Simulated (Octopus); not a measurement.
# GaGe (F-43m) in Octopus: reference runs

Reference runs on GaGe: the cell as given.

Program: Octopus 16.4. These are calculated values, not measurements. Logs are shortened: lines on timing, memory, paths and dates and some standing lists are left out, and cuts for length are marked.

## Step 1: Starting point

It takes space group F-43m (No. 216, cubic). Conventional cell: a = 5.796 Å, b = 5.796 Å, c = 5.796 Å, α = 90.00°, β = 90.00°, γ = 90.00°. Ge (site symmetry -43m) has 4 Ga at 2.51 Å as nearest neighbours. Ga (site symmetry -43m) is surrounded by 4 Ge at 2.51 Å.

The cell comes from a database or a generator and needn't be the stable form of this composition.

## Step 2: Single point, PBEsol

The input, inp:

```
CalculationMode = gs
UnitsOutput = eV_Angstrom
PeriodicDimensions = 3
ExperimentalFeatures = yes
PseudopotentialSet = pseudodojo_pbesol
%LatticeParameters
 1*angstrom | 1*angstrom | 1*angstrom
%
%LatticeVectors
 0 | 2.897844 | 2.897844
 2.897844 | 0 | 2.897844
 2.897844 | 2.897844 | 0
%
%ReducedCoordinates
 "Ge" | 0 | 0 | 0
 "Ga" | 0.25 | 0.25 | 0.25
%
%Spacing
 0.13660568*angstrom | 0.13660568*angstrom | 0.13660568*angstrom
%
DerivativesOrder = 8
%KPointsGrid
 8 | 8 | 8
%
KPointsUseSymmetries = yes
XCFunctional = gga_x_pbe_sol + gga_c_pbe_sol
SmearingFunction = fermi_dirac
Smearing = 0.05*eV
ExtraStates = 6
Eigensolver = chebyshev_filter
ConvRelDens = 3e-7
MaximumIter = 120
```

Potentials or basis: pseudodojo_pbesol (PseudoDojo 0.4, PBEsol).

Launch:

```sh
$ OMP_NUM_THREADS=1 octopus > out.log
```

out.log:

```text
Running octopus

Version                : 16.4
Optional libraries     :

************************** Calculation Mode **************************
Input: [CalculationMode = gs]
**********************************************************************

Input: [SpinComponents = unpolarized]

******************************* Space ********************************
Octopus will run in 3 dimension(s).
Octopus will treat the system as periodic in 3 dimension(s).
**********************************************************************

Input: [AllElectronType = no]
Input: [PseudopotentialSet = pseudodojo_pbesol]
Reading Coordinates from ReducedCoordinates block

****************************** Species *******************************
  Species 'Ge'
    type             : pseudopotential
    file             : 'Ge.upf'
    file format      : UPF2
    valence charge   : 14.0
    atomic number    :  32
    form on file     : kleinman-bylander
    lmax             : 2
    llocal           : -1
    projectors per l : 2
    total projectors : 6
    application form : kleinman-bylander
    orbitals         :  9
    bound orbitals   :  9

  Species 'Ga'
    type             : pseudopotential
    file             : 'Ga.upf'
    file format      : UPF2
    valence charge   : 13.0
    atomic number    :  31
    form on file     : kleinman-bylander
    lmax             : 2
    llocal           : -1
    projectors per l : 2
    total projectors : 6
    application form : kleinman-bylander
    orbitals         :  9
    bound orbitals   :  9

**********************************************************************

***************************** Symmetries *****************************
Space group No.  216
International: F-43m
Schoenflies: Td^2
Info: The system has    24 symmorphic symmetries that can be used.
  Index                Rotation matrix                      Fractional translations
    1 :     1   0   0     0   1   0     0   0   1      0.000000    0.000000    0.000000
    2 :     0   0  -1     1   0  -1     0   1  -1      0.000000    0.000000    0.000000
    3 :     0  -1   1     0  -1   0     1  -1   0      0.000000    0.000000    0.000000
    4 :    -1   1   0    -1   0   1    -1   0   0      0.000000    0.000000    0.000000
    5 :    -1   0   0    -1   0   1    -1   1   0      0.000000    0.000000    0.000000
    6 :     1  -1   0     0  -1   0     0  -1   1      0.000000    0.000000    0.000000
[... 16 lines left out ...]
   23 :     1   0  -1     0   0  -1     0   1  -1      0.000000    0.000000    0.000000
   24 :     0  -1   1     1  -1   0     0  -1   0      0.000000    0.000000    0.000000
Info: The system also has     0 nonsymmorphic symmetries (not used for electrons).
**********************************************************************

Input: [CurvMethod = curv_affine]
Input: [DerivativesStencil = stencil_stargeneral]

****************************** Lattice *******************************
  Lattice Vectors [A]
    0.000000    2.897844    2.897844
    2.897844    0.000000    2.897844
    2.897844    2.897844    0.000000
  Cell volume =            48.6693 [A^3]
  Reciprocal-Lattice Vectors [A^-1]
   -1.084114    1.084114    1.084114
    1.084114   -1.084114    1.084114
    1.084114    1.084114   -1.084114
  Cell angles [degree]
    alpha =   60.000
    beta  =   60.000
    gamma =   60.000
**********************************************************************

Checking if the generated full k-point grid is symmetric

    29 k-points generated from parameters :
 ---------------------------------------------------
    n =    8    8    8

    s1  =  0.00  0.00  0.00

   index |      weight  |             coordinates              |
       1 |     0.001953 |    0.000000    0.000000    0.000000  |
       2 |     0.015625 |    0.125000    0.000000    0.000000  |
       3 |     0.011719 |    0.125000    0.125000    0.000000  |
       4 |     0.023438 |   -0.125000    0.125000    0.000000  |
       5 |     0.046875 |   -0.125000    0.125000    0.125000  |
       6 |     0.015625 |    0.250000    0.000000    0.000000  |
[... 21 lines left out ...]
      28 |     0.023438 |   -0.375000    0.500000    0.125000  |
      29 |     0.005859 |    0.500000    0.500000    0.000000  |

Input: [SmearingFunction = fermi_dirac]
Input: [SymmetrizeDensity = yes]

******************************* States *******************************
Total electronic charge  =       27.000
Number of states         =       20
[... 38 lines left out ...]

Info: FFT grid dimensions       = 30 x 30 x 30
      Total grid size           = 27000 (      0.2 MiB )
Input: [FilterPotentials = filter_TS]
Info: Pseudopotential for Ge
  Radii for localized parts:
    local part     =  1.2 A
    non-local part =  1.3 A
    orbitals       =  5.9 A

Info: Pseudopotential for Ga
  Radii for localized parts:
    local part     =  1.2 A
    non-local part =  1.4 A
    orbitals       =  6.8 A

Input: [RelativisticCorrection = non_relativistic]
Input: [DFTULevel = dft_u_none]
Input: [MagneticConstrain = 0]

Info: Generating external potential
      done.
Input: [InteractionTiming = timing_exact]
Info: Octopus initialization completed.
Info: Starting calculation mode.
Info: Allocating ground state wave-functions
Info: Blocks of states
      Block       1 contains       4 states:       1 -       4
      Block       2 contains       4 states:       5 -       8
      Block       3 contains       4 states:       9 -      12
      Block       4 contains       4 states:      13 -      16
      Block       5 contains       4 states:      17 -      20
Info: Ground-state allocation done.
Info: Could not find 'restart/gs' directory for restart.
Info: No restart information will be read.

** Warning:
**   Unable to read wavefunctions.
**   Starting from scratch!

**************************** Eigensolver *****************************
Input: [Eigensolver = chebyshev_filter]
Input: [SubspaceDiagonalization = standard]
**********************************************************************

Input: [MixField = potential] (what to mix during SCF cycles)
Input: [MixingScheme = broyden]
Info: Mixing uses    4 steps and restarts after   20 steps.
Input: [LCAOStart = lcao_states]
Input: [LCAOScaleFactor = 1.000]
Input: [LCAOMaximumOrbitalRadius = 10.58 A]

** Warning:
**   Cannot do LCAO for all states because there are not enough atomic orbitals.
**   Required: 20. Available: 18. 2 orbitals will be randomized.

Info: Unnormalized total charge =     27.006358
Info: Renormalized total charge =     27.000000

** Warning:
**   Symmetrization discrepancy ratio (scalar) =  8.33901E-06

Info: Setting up Hamiltonian.
Info: Performing initial LCAO calculation with     18 orbitals.
Info: Getting Hamiltonian matrix elements.

Eigenvalues [eV]
 #st  Spin   Eigenvalue      Occupation
#k =       1, k = (  0.000000,  0.000000,  0.000000)
   1   --   -22.335207       2.000000
   2   --   -22.335084       2.000000
   3   --   -22.335084       2.000000
   4   --   -22.305413       2.000000
   5   --   -22.305413       2.000000
   6   --   -12.174222       2.000000
[... 10 lines left out ...]
  17   --     6.588434       0.000000
  18   --     6.588434       0.000000
#k =       2, k = (  0.125000,  0.000000,  0.000000)
   1   --   -21.956254       2.000000
   2   --   -21.955427       2.000000
   3   --   -21.508996       2.000000
   4   --   -21.508043       2.000000
   5   --   -21.382270       2.000000
   6   --   -11.820874       2.000000
[... 10 lines left out ...]
  17   --     7.048067       0.000000
  18   --     7.867378       0.000000
[... 27 further k-points ...]
Fermi energy =     5.326466 eV
Generating random wavefunctions for states       19 and above
Orthogonalizing wavefunctions.
Info: Ground-state restart information will be written to 'restart/gs'.
Info: SCF using complex wavefunctions.
Info: Starting SCF iteration.

** Warning:
**   Symmetrization discrepancy ratio (scalar) =  3.28430E-03

*********************** SCF CYCLE ITER #    1 ************************
 etot  = -4.50120158E+03 abs_ev   =  1.70E+02 rel_ev   =  4.67E-01
 ediff =        1.65E+02 abs_dens =  1.10E+00 rel_dens =  4.08E-02
Matrix vector products: 725
Converged eigenvectors: 0

#  State  KPoint  Eigenvalue [eV]  Occupation    Error
      1      29      -22.342147    2.000000   ( 2.8E-04)
      1      24      -22.341651    2.000000   ( 2.4E-04)
      1      26      -22.341389    2.000000   ( 4.3E-04)
      1      28      -22.340891    2.000000   ( 9.7E-04)
      1      14      -22.340559    2.000000   ( 3.0E-04)
      1      21      -22.340493    2.000000   ( 4.9E-04)
      1      10      -22.340454    2.000000   ( 1.2E-04)
      1      25      -22.340008    2.000000   ( 1.1E-03)
[... 23 lines left out ...]
     20      26       16.048394    0.000000   ( 1.3E-01)
     20      29       16.386703    0.000000   ( 1.2E-01)
     20      28       16.420561    0.000000   ( 1.3E-01)
     20      25       16.624533    0.000000   ( 1.5E-01)
     20      20       16.669040    0.000000   ( 1.3E-01)
     20      18       16.776003    0.000000   ( 1.3E-01)
     20      21       16.933923    0.000000   ( 1.3E-01)
     20      17       17.560043    0.000000   ( 1.3E-01)

Density of states:

%---------------------------------------------------------------------
%-----------------%---------------------------------------------------
%-----------------%---------------------------------------------------
%-----------------%---------------------------------------------------
%-----------------%---------------------------------------------------
%-----------------%---------------------------------------------------
%-----------------%---------------------------------------------------
%-----------------%---------------------------------------------------
%-----------------%---------------------------------------------------
%----------------%%---------%---%-----%%%%%----%%%%%%%%%-%%%-%%-%-----
                                         ^

Fermi energy =     1.628873 eV

**********************************************************************

*********************** SCF CYCLE ITER #    2 ************************
 etot  = -4.50083061E+03 abs_ev   =  1.13E+00 rel_ev   =  3.10E-03
 ediff =        1.36E-02 abs_dens =  1.51E-01 rel_dens =  5.60E-03
Matrix vector products: 725
Converged eigenvectors: 0
[... 127 lines left out ...]
*********************** SCF CYCLE ITER #   13 ************************
 etot  = -4.50456891E+03 abs_ev   =  6.88E-05 rel_ev   =  1.87E-07
 ediff =        5.89E-06 abs_dens =  6.20E-06 rel_dens =  2.30E-07
Matrix vector products: 725
Converged eigenvectors: 0

#  State  KPoint  Eigenvalue [eV]  Occupation    Error
      1      29      -22.345546    2.000000   ( 6.1E-08)
      1      24      -22.345062    2.000000   ( 6.1E-08)
      1      26      -22.344803    2.000000   ( 6.2E-08)
      1      28      -22.344316    2.000000   ( 6.3E-08)
      1      14      -22.344016    2.000000   ( 6.4E-08)
      1      21      -22.343938    2.000000   ( 6.5E-08)
      1      10      -22.343892    2.000000   ( 6.5E-08)
      1      25      -22.343485    2.000000   ( 6.6E-08)
[... 23 lines left out ...]
     20      22       14.173940    0.000000   ( 4.0E-02)
     20      17       14.223238    0.000000   ( 4.3E-02)
     20      27       14.280987    0.000000   ( 2.3E-02)
     20      28       14.305519    0.000000   ( 2.1E-02)
     20      23       14.651619    0.000000   ( 3.7E-02)
     20      26       14.739894    0.000000   ( 2.8E-02)
     20      29       15.055264    0.000000   ( 3.3E-02)
     20      24       15.193862    0.000000   ( 1.1E-02)

Density of states:

%-----------------%---------------------------------------------------
%-----------------%---------------------------------------------------
%-----------------%---------------------------------------------------
%-----------------%---------------------------------------------------
%-----------------%---------------------------------------------------
%-----------------%---------------------------------------------------
%-----------------%---------------------------------------------------
%-----------------%---------------------------------------------------
%-----------------%---------------------------------------------------
%-----------------%---------%-----%------%%%------%%%%%%%%--%%%%%-%---
                                            ^

Fermi energy =     1.616831 eV

**********************************************************************

Info: SCF converged in   13 iterations

** Warning:
**   Some of the states are not fully converged!

Info: Number of matrix-vector products:       9425
Info: Finished writing information to 'restart/gs'.

Octopus emitted 17 warnings.
```

Wall time 5.7 min (1 thread of Arm Neoverse V1, shared host); peak memory 0.89 GiB.

Results:

```yaml
Free_energy: -4504.5773 eV
Band_gap_on_the_k_mesh: none (metal or under the smearing width)
```
